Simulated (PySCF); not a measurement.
# GeSiH6O (SMILES [OH][GeH2][SiH3]) at wB97M-V/cc-pVDZ

Aim: the energy change on altering one bond length of GeSiH6O at wB97M-V/cc-pVDZ, from 2 runs. Input form: a Python script.

The results are computed with PySCF 2.14.0.

2 further runs of the same task are left out: 2 set aside as unsound or not needed.

### Step 1. The molecule

The species is GeSiH6O (9 atoms), meant as a singlet with charge 0. SMILES: `[OH][GeH2][SiH3]`. The shape is that of a PBE0-D4/def2-TZVP optimisation. This is one conformer, not always the lowest.

Bond lengths: O1–Ge2 1.791 Å, Ge2–Si3 2.389 Å, O1–H4 0.960 Å, Ge2–H5 1.546 Å, Ge2–H6 1.536 Å, Si3–H7 1.488 Å, Si3–H8 1.488 Å, Si3–H9 1.486 Å. Some angles: O1–Ge2–Si3 109.9°, O1–Ge2–H5 109.2°, O1–Ge2–H6 103.6°, Si3–Ge2–H5 111.3°, Si3–Ge2–H6 113.0°, Ge2–O1–H4 112.4°, Ge2–Si3–H7 110.2°, Ge2–Si3–H8 109.3°, Ge2–Si3–H9 110.4°, H5–Ge2–H6 109.6°.

### Step 2. The energy at wB97M-V/cc-pVDZ

Contents of run.py:

```python
# [OH][GeH2][SiH3]
from pyscf import gto, dft

system = gto.M(
    atom='''
O       -1.665400       1.003200      -0.854800
Ge       0.086300       0.899600      -0.495500
Si       0.525800      -1.010700       0.870400
H       -1.973400       0.267900      -1.389000
H        0.873700       0.832100      -1.824400
H        0.388100       2.226700       0.215900
H        1.986000      -1.132800       1.128400
H        0.060100      -2.236200       0.166300
H       -0.192800      -0.896100       2.165800
''',
    charge=0,
    max_memory=1860,
    verbose=4,
    basis='cc-pvdz',
)

ks = dft.RKS(system)
ks.xc = 'wb97m-v'
ks.nlcgrids.level = 1
ks.grids.level = 5
ks.conv_tol = 1e-10
ks.kernel()
if not ks.converged:
    ks = ks.newton().run(ks.mo_coeff, ks.mo_occ)

e_final = ks.e_tot
print('E = %.10f Eh' % e_final)
```

Started as:

```sh
OMP_NUM_THREADS=1 python run.py
```

Standard output:

```text
PySCF version 2.14.0

[... 89 lines left out ...]
converged SCF energy = -2445.11648977928
E = -2445.1164897793 Eh
```

Wall time 1.8 min (1 thread of Intel Xeon at 2.70GHz, shared host); peak memory 0.47 GiB.

### Step 3. The distorted shape at the same level

Contents of input.py:

```python
from pyscf import gto, dft

mol = gto.Mole()
mol.atom = [
    ('O', (-1.295799, 1.885562, -0.213759)),
    ('Ge', (0.455901, 1.781962, 0.145541)),
    ('Si', (0.895401, -0.128338, 1.511441)),
    ('H', (-1.973400, 0.267900, -1.389000)),
    ('H', (1.243301, 1.714462, -1.183359)),
    ('H', (0.757701, 3.109062, 0.856941)),
    ('H', (2.355601, -0.250438, 1.769441)),
    ('H', (0.429701, -1.353838, 0.807341)),
    ('H', (0.176801, -0.013738, 2.806841)),
]
mol.basis = 'cc-pvdz'
mol.max_memory = 1860
mol.verbose = 4
mol.spin = 0
mol.build()

myscf = dft.RKS(mol, xc='wb97m-v')
myscf.nlcgrids.level = 1
myscf.grids.level = 5
myscf.conv_tol = 1e-10
myscf.kernel()
if not myscf.converged:
    myscf = myscf.newton().run(myscf.mo_coeff, myscf.mo_occ)

e_tot = myscf.e_tot
print(f'total energy: {e_tot:.8f} hartree')
```

Started as:

```sh
OMP_NUM_THREADS=1 python input.py
```

Standard output:

```text
PySCF version 2.14.0

[... 99 lines left out ...]
converged SCF energy = -2444.9120847644
total energy: -2444.91208476 hartree
```

Wall time 2.6 min (1 thread of Intel Xeon at 2.70GHz, shared host); peak memory 0.47 GiB.

### Step 4. What came out

At wB97M-V/cc-pVDZ:

| quantity | value |
| --- | --- |
| first shape: total energy | -2445.11649 Eh |
| first shape: dipole moment | 1.42 D |
| first shape: HOMO energy | -9.70 eV |
| first shape: LUMO energy | 1.76 eV |
| first shape: HOMO–LUMO gap | 11.46 eV |
| distorted shape: total energy | -2444.91208 Eh |
| distorted shape: dipole moment | 1.51 D |
| distorted shape: HOMO energy | -9.57 eV |
| distorted shape: LUMO energy | -2.70 eV |
| distorted shape: HOMO–LUMO gap | 6.87 eV |
| energy change with the O1–H4 bond stretched from 0.960 to 2.111 Å | 5.562 eV |

What this shows: With the O1–H4 bond stretched from 0.960 to 2.111 Å the energy rises by 5.56 eV (537 kJ/mol). The first shape isn't relaxed at this level, so the change isn't measured from a minimum. A restricted reference can't describe the breaking bond well at this length. Mulliken charges (first shape) run from -0.40 on O1 to +0.42 on Ge2.
